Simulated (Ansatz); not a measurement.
**Al₂Cl₂H₄O₂: a ladder of functionals and wavefunction methods**

How much do the methods differ for Al₂Cl₂H₄O₂? The plan is to run it at one geometry with functionals of several rungs and with coupled cluster, and see how far each lands from CCSD(T) at the basis-set limit for the atomisation energy.

Program: Ansatz 0.2.0, Gaussian basis. Level of theory: functionals in def2-TZVPP, the program's frozen cores in correlated methods. These are calculated values, not measurements.

Plan: LDA (SPW92), PBE-D4, revPBE-D4, BLYP-D4, r2SCAN-D4, B97M-V, PBE0-D4, B3LYP-D4, r2SCANh-D4, r2SCAN0-D4, HSE06-D4, BHLYP-D4, CAM-B3LYP-D4, LC-ωPBE, ωB97X-V, ωB97M-V, B2PLYP, PBE-QIDH; CCSD(T)/def2-SVP; CCSD(T)/def2-TZVPP; MP2/def2-QZVPP; extrapolation to the limit; RPA on PBE.

### Step 1. The geometry

The geometry comes from an earlier relaxation with PBE0-D4 in a triple-zeta def2 set; it is a stationary point, not always the lowest conformer.

10 atoms, charge 0, spin multiplicity 1.

Atoms are counted from 1 here; the program's logs count them from 0.

Bond lengths: Cl1–Al2 2.109 Å, Al2–O3 1.841 Å, Al2–O6 1.842 Å, Al2–H7 1.569 Å, O3–Al4 1.842 Å, O3–H8 0.958 Å, Al4–Cl5 2.109 Å, Al4–O6 1.841 Å, Al4–H9 1.569 Å, O6–H10 0.958 Å. Angles: Cl1–Al2–O3 112.9°, Cl1–Al2–O6 108.2°, Cl1–Al2–H7 119.2°, O3–Al2–O6 81.1°, O3–Al2–H7 112.6°, O6–Al2–H7 116.8°, Al2–O3–Al4 98.9°, Al2–O3–H8 125.3°, Al4–O3–H8 124.7°, O3–Al4–Cl5 108.2°, O3–Al4–O6 81.1°, O3–Al4–H9 116.8°, Cl5–Al4–O6 112.8°, Cl5–Al4–H9 119.2°, O6–Al4–H9 112.6°, Al2–O6–Al4 98.9°, Al2–O6–H10 124.7°, Al4–O6–H10 125.3°.

As a file:

```
Cl    0.49100   -1.29757    2.68371
Al    0.99605   -0.64309    0.74391
O    -0.29612   -1.04357   -0.50530
Al   -0.99620    0.64285   -0.74404
Cl   -0.49071    1.29789   -2.68353
O     0.29598    1.04333    0.50516
H     2.45008   -0.88794    0.20800
H    -0.21216   -1.70151   -1.19613
H    -2.44999    0.88827   -0.20773
H     0.21208    1.70133    1.19594
```

### Step 2. LDA

This LDA is Slater exchange with PW92 correlation.

in.yaml

```yaml
crystal:
  periodic: [false, false, false]
  atoms:
    - {symbol: Cl, position_ang: [0.491000, -1.297569, 2.683707]}
    - {symbol: Al, position_ang: [0.996053, -0.643094, 0.743908]}
    - {symbol: O, position_ang: [-0.296116, -1.043573, -0.505297]}
    - {symbol: Al, position_ang: [-0.996204, 0.642853, -0.744036]}
    - {symbol: Cl, position_ang: [-0.490708, 1.297893, -2.683528]}
    - {symbol: O, position_ang: [0.295976, 1.043335, 0.505161]}
    - {symbol: H, position_ang: [2.450079, -0.887940, 0.207997]}
    - {symbol: H, position_ang: [-0.212158, -1.701507, -1.196134]}
    - {symbol: H, position_ang: [-2.449990, 0.888269, -0.207730]}
    - {symbol: H, position_ang: [0.212079, 1.701333, 1.195941]}
basis:
  gaussian: {orbitals: def2-TZVPP}
hamiltonian: {xc: lda}
output: {orbitals: {seedname: orbitals}}
```

The runs that follow: PBE-D4 (GGA); revPBE-D4 (GGA); BLYP-D4 (GGA); r2SCAN-D4 (meta-GGA); B97M-V (meta-GGA); PBE0-D4 (hybrid); B3LYP-D4 (hybrid); r2SCANh-D4 (hybrid); r2SCAN0-D4 (hybrid); HSE06-D4 (hybrid); BHLYP-D4 (hybrid); CAM-B3LYP-D4 (range-separated); LC-ωPBE (range-separated); ωB97X-V (range-separated); ωB97M-V (range-separated); B2PLYP (double hybrid); PBE-QIDH (double hybrid); CCSD(T) in def2-SVP; CCSD(T) in def2-TZVPP; MP2 in def2-QZVPP; RPA on PBE orbitals.

**Question.** What will the summary of the whole plan be? Wanted: atomisation energy, CCSD(T)/CBS; farthest beyond LDA; mean size of error, GGA; mean size of error, meta-GGA; mean size of error, hybrid; mean size of error, range-separated; mean size of error, double hybrid; gap, smallest and largest; T1 diagnostic.

As calculated:

| quantity | value |
| --- | --- |
| atomisation energy, CCSD(T)/CBS | 3624.7 kJ/mol |
| functionals within 18.1 kJ/mol (0.5 %) | r2SCAN-D4, B97M-V |
| farthest beyond LDA | BHLYP-D4 (-152.7 kJ/mol) |
| mean size of error, GGA | 98.4 kJ/mol |
| mean size of error, meta-GGA | 8.6 kJ/mol |
| mean size of error, hybrid | 87.6 kJ/mol |
| mean size of error, range-separated | 38.3 kJ/mol |
| mean size of error, double hybrid | 81.8 kJ/mol |
| gap, smallest and largest | 5.90 eV (LDA (SPW92)), 13.05 eV (LC-ωPBE) |
| T1 diagnostic | 0.0092 |
| triples share of the correlation energy | 3.5 % |

LDA overbinds by 399.8 kJ/mol (11 %). PBE-D4 is off by -50.6 kJ/mol. Double hybrids carry the basis error of their MP2 part in triple zeta, and no dispersion term here, so their miss is partly the set-up's. By mean error the best rung here is meta-GGA (8.6 kJ/mol) and the worst beyond LDA is GGA (98.4 kJ/mol). The reference freezes the cores and leaves out relativity and excitations past (T), so misses under about 18.1 kJ/mol can't be ranked. Hartree-Fock recovers 74 % of the binding; the rest is correlation. CCSD(T) in def2-SVP is off by -235.1 kJ/mol, worse than the median functional, from the basis alone. Orbital gaps span 5.9 to 13.0 eV; exact exchange widens them.
